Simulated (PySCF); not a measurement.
# SiSe⁻: basis, grid and Hamiltonian

Which parts of the numerical set-up matter for SiSe⁻? Each run edits the base script.

The runs use PySCF 2.14.0; method and basis as typed in the scripts.

3 further runs of the same task are left out: 3 that didn't finish.

### 1 Where the work starts

SiSe⁻: 2 atoms, charge -1, spin multiplicity 2.

No contacts short enough for the rule that draws bonds.

### 2 Base script

Contents of input.py:

```python
from pyscf import gto, scf, mp

mol = gto.M(
    atom='Si 0 0 0; Se 0 0 2.679',
    basis='sbkjc',
    ecp={'Si': 'sbkjc', 'Se': 'sbkjc'},
    charge=-1,
    spin=1,
    verbose=3,
)
mf = scf.UHF(mol)
mf = mf.newton()
mf.kernel()
mp.MP2(mf).kernel()
mf.dip_moment()
print('orbital energies (hartree):', [e[max(0, n-3):n+3].round(4) for e, n in zip(mf.mo_energy, mol.nelec)])
```

Run with:

```sh
$ OMP_NUM_THREADS=1 python input.py
```

Its log is not repeated here.

In short: E(SCF) = -12.884437 Eh, E(MP2) − E(SCF) = -0.04347 Eh, ⟨S²⟩ = 1.629.

⟨S²⟩ = 1.63 against 0.75 for a pure state: the determinant is spin-contaminated. The bond length is a typed value, not an optimised one. The dipole of an ion depends on the origin.

### 3 Density fitting weigend

Edit 1 changes density fitting: none → weigend.

Contents of input.py:

```python
from pyscf import gto, scf, mp

mol = gto.M(
    atom='Si 0 0 0; Se 0 0 2.679',
    basis='sbkjc',
    ecp={'Si': 'sbkjc', 'Se': 'sbkjc'},
    charge=-1,
    spin=1,
    verbose=3,
)
mf = scf.UHF(mol)
mf = mf.density_fit(auxbasis='weigend')
mf = mf.newton()
mf.kernel()
mp.MP2(mf).kernel()
mf.dip_moment()
print('orbital energies (hartree):', [e[max(0, n-3):n+3].round(4) for e, n in zip(mf.mo_energy, mol.nelec)])
```

Run with:

```sh
$ OMP_NUM_THREADS=1 python input.py
```

### 4 Cartesian functions on

Edit 2 changes Cartesian functions: off → on.

input.py, as its differences from that of step 2:

```diff
@@ -8,2 +8,3 @@
     spin=1,
+    cart=True,
     verbose=3,
```

Q: Predict the outcome of this session. Wanted: for each run, E(SCF); from base; after the SCF.

**Answer**, as computed:

| run | E(SCF) (hartree) | from base (eV) | functions | after the SCF |
| --- | --- | --- | --- | --- |
| base | -12.884437 | 0 | 16 | MP2 correlation -1.183 eV |
| density fitting weigend | -12.882357 | +0.0566 | 16 | MP2 correlation -1.185 eV |
| Cartesian functions on | -12.884437 | 0.0000 | n/a | MP2 correlation -1.183 eV |

**Reading.** With Cartesian functions on the SCF ends at the base energy.
